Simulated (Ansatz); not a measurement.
# CuTe: the cost of one run

Program: Ansatz 0.2.0. Level of theory: DFT PBE, scalar-relativistic, plane waves, PAW. These are calculated values, not measurements.

### Step 1. The system as given

Symmetry: Pma2, No. 28, orthorhombic system. Conventional cell: a = 4.187 Å, b = 5.128 Å, c = 17.000 Å, α = 90.00°, β = 90.00°, γ = 90.00°. Cu (site symmetry m) has 1 Te at 2.80 Å and 2 Cu at 2.86 Å as nearest neighbours. Around Te (site symmetry m) lie 1 Cu at 2.80 Å and 2 Te at 2.86 Å.

Structure file:

```
CELL_PARAMETERS angstrom
4.18710 0.00000 0.00000
0.00000 5.12776 0.00000
0.00000 0.00000 17.00000
ATOMIC_POSITIONS crystal
Cu 0.00000 0.06000 0.58042
Cu 0.50000 0.44000 0.58042
Te 0.00000 0.94000 0.41958
Te 0.50000 0.56000 0.41958
```

A structure generator made this guess: Janus sheet modelled on a layer of As. Lengths come from tabulated atomic sizes and are only a guess.

Only a and b are periodic; c spans vacuum, so the box's volume, pressure and space group aren't properties of the sheet.

### Step 2. The guess as it stands, on a coarse mesh

input.yaml reads:

```yaml
crystal:
  lattice:
    - [4.1870957, 0.0, 0.0]
    - [0.0, 5.1277583, 0.0]
    - [0.0, 0.0, 17.0]
  atoms:
    - { symbol: Cu, position: [0.0, 0.06, 0.58042314] }
    - { symbol: Cu, position: [0.5, 0.44, 0.58042314] }
    - { symbol: Te, position: [0.0, 0.94, 0.41957686] }
    - { symbol: Te, position: [0.5, 0.56, 0.41957686] }
  periodic: [true, true, false]
basis:
  ecutwfc: 420
kpoints:
  mp_grid: { grid: [4, 4, 1] }
hamiltonian:
  xc: pbe
scf:
  occupations: { method: gaussian, width: 0.1 }
  lower_state_search: "off"
output:
  forces: true
  stress: true
  eigenvalues: true
```

Run with:

```
ansatz run input.yaml --threads 1 --pin off --max-ram 2560MiB --backend cpu --events-out ev --progress --plain --runs-dir out
```

Q: Estimate wall time and peak memory on 1 thread of Arm Neoverse V2, shared host.

About 17 s, with a peak of 0.66 GiB.
